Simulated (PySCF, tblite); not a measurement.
# C4H9Ge2N: geometry, infrared bands and NMR shifts

Wanted: the infrared bands and NMR shifts of C4H9Ge2N (`C#C[C@@H]1[NH][GeH2][CH2][GeH2]1`), by calculation.

Computed with tblite 0.8.0 and PySCF 2.14.0, with density-fitted response routines of our own, on a single molecule in the gas phase. Atoms count from 0, in the outputs and in this text.

### 1 Starting geometry

16 atoms, charge 0, multiplicity 1; geometry from: force field or distance geometry start.

Bonds of the start (Å): C0–C1 1.21, C1–C2 1.44, C2–N3 1.41, N3–Ge4 1.80, Ge4–C5 1.98, C5–Ge6 1.95, Ge6–C2 1.96, C0–H7 1.06, C2–H8 1.12, N3–H9 1.04, Ge4–H10 1.57, Ge4–H11 1.53, C5–H12 1.11, C5–H13 1.11, Ge6–H14 1.56, Ge6–H15 1.53.

### 2 Geometry optimisation with GFN2-xTB

Job settings and geometry (Å):

```
{"job": {"kind": "relax", "xc": "GFN2-xTB", "basis": "xTB"}, "charge": 0, "multiplicity": 1}
C      2.781700    -0.293300    -0.726900
C      1.877300     0.069300    -0.015600
C      0.816600     0.480500     0.861500
N      0.012400    -0.541300     1.400300
Ge    -1.052900    -1.359200     0.200900
C     -1.407700     0.093700    -1.090200
Ge    -0.497700     1.535100    -0.135800
H      3.568400    -0.604800    -1.371500
H      1.174200     1.113700     1.714400
H      0.418200    -1.104500     2.176900
H     -2.418500    -1.671200     0.907700
H     -0.548400    -2.627900    -0.482000
H     -2.495100     0.280700    -1.181200
H     -0.921500    -0.095700    -2.073400
H     -1.475600     2.190000     0.881900
H      0.161000     2.543800    -1.078500
```

On the command line:

```
$ OMP_NUM_THREADS=1 python probes_run.py task.json out
```

The driver reads the jobs from task.json and runs them one after another.

**Question.** This job is followed by: GFN2-xTB harmonic vibrations, gas phase; GIAO PBE0/pcSseg-1 NMR shielding, non-relativistic, gas phase. Predict these results of the whole session: strongest single infrared mode (GFN2-xTB); zero-point energy (GFN2-xTB); ¹³C shifts against TMS (PBE0/pcSseg-1); ¹H shifts against TMS (PBE0/pcSseg-1); ¹⁵N shifts against NH3 (PBE0/pcSseg-1); ⁷³Ge shifts against GeMe4 (PBE0/pcSseg-1).

The runs gave:

| quantity | value |
| --- | --- |
| strongest single infrared mode (GFN2-xTB) | 1985 cm⁻¹, 618 km/mol |
| zero-point energy (GFN2-xTB) | 66.0 kcal/mol |
| ¹³C shifts against TMS (PBE0/pcSseg-1) | 92.8, 78.8, 36.7, -14.1 ppm |
| ¹H shifts against TMS (PBE0/pcSseg-1) | 5.29, 4.90, 4.48, 4.47, 4.02, 1.96, 0.43, 0.42, 0.35 ppm |
| ¹⁵N shifts against NH3 (PBE0/pcSseg-1) | 40.2 ppm |
| ⁷³Ge shifts against GeMe4 (PBE0/pcSseg-1) | -41, -94 ppm |

The optimisation took 112 steps and gained 0.356 eV; among the close pairs (by a distance rule), Ge4–H10 changed most, from 1.569 to 1.507 Å. All 42 modes are real, so the xTB geometry is a minimum. The strongest single mode, at 1985 cm⁻¹, moves mainly H15 and H14. GFN2-xTB is a fitted tight-binding method: band positions and strengths are rough. Its intensities can rank the bands wrongly. Spin-orbit coupling is left out, which matters for shieldings and couplings at and beside the heavy atoms.
